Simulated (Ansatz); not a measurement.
# Sn3H: the cost of one run

Program: Ansatz 0.2.0. Level of theory: DFT PBE, scalar-relativistic, plane waves, PAW. These are calculated values, not measurements.

### Step 1. The structure to begin with

It takes space group I4/mmm (No. 139, tetragonal). Conventional cell: a = 4.214 Å, b = 4.214 Å, c = 9.413 Å, α = 90.00°, β = 90.00°, γ = 90.00°. Sn (site symmetry 4/mmm) has 4 H at 2.98 Å and 8 Sn at 3.16 Å as nearest neighbours. Around Sn (site symmetry -4m2) lie 8 Sn at 2.98 to 3.16 Å and 4 H at 3.16 Å. H (site symmetry 4/mmm) is surrounded by 12 Sn at 2.98 to 3.16 Å.

Structure file:

```
CELL_PARAMETERS angstrom
-2.10703 2.10703 4.70662
2.10703 -2.10703 4.70662
2.10703 2.10703 -4.70662
ATOMIC_POSITIONS crystal
Sn 0.50000 0.50000 0.00000
Sn 0.25000 0.75000 0.50000
Sn 0.75000 0.25000 0.50000
H 0.00000 0.00000 0.00000
```

(A quick probe on a coarse mesh, which set the mesh and smearing, is not shown.)

### Step 3. Coarse relaxation

File input.yaml:

```yaml
crystal:
  lattice:
    - [-2.1070326701, 2.1070326701, 4.7066184319]
    - [2.1070326701, -2.1070326701, 4.7066184319]
    - [2.1070326701, 2.1070326701, -4.7066184319]
  atoms:
    - { symbol: Sn, position: [0.5, 0.5, 0.0] }
    - { symbol: Sn, position: [0.25, 0.75, 0.5] }
    - { symbol: Sn, position: [0.75, 0.25, 0.5] }
    - { symbol: H, position: [0.0, 0.0, 0.0] }
basis:
  ecutwfc: 420
kpoints:
  mp_grid: { grid: [6, 6, 6] }
hamiltonian:
  xc: pbe
scf:
  occupations: { method: gaussian, width: 0.1 }
  lower_state_search: "off"
output:
  forces: true
  stress: true
  eigenvalues: true
relax:
  adjacent_minimum: "off"
  f_tol: 0.04
  max_steps: 70
  cell: { stress_tol: 0.4 }
```

On the command line:

```
$ ansatz run input.yaml --threads 1 --pin off --max-ram 2560MiB --backend cpu --events-out ev --progress --plain --runs-dir out
```

**Question.** How long does this run take on 1 thread of Arm Neoverse V1, shared host, and how much memory does it need?

About 17 s, with a peak of 0.38 GiB.
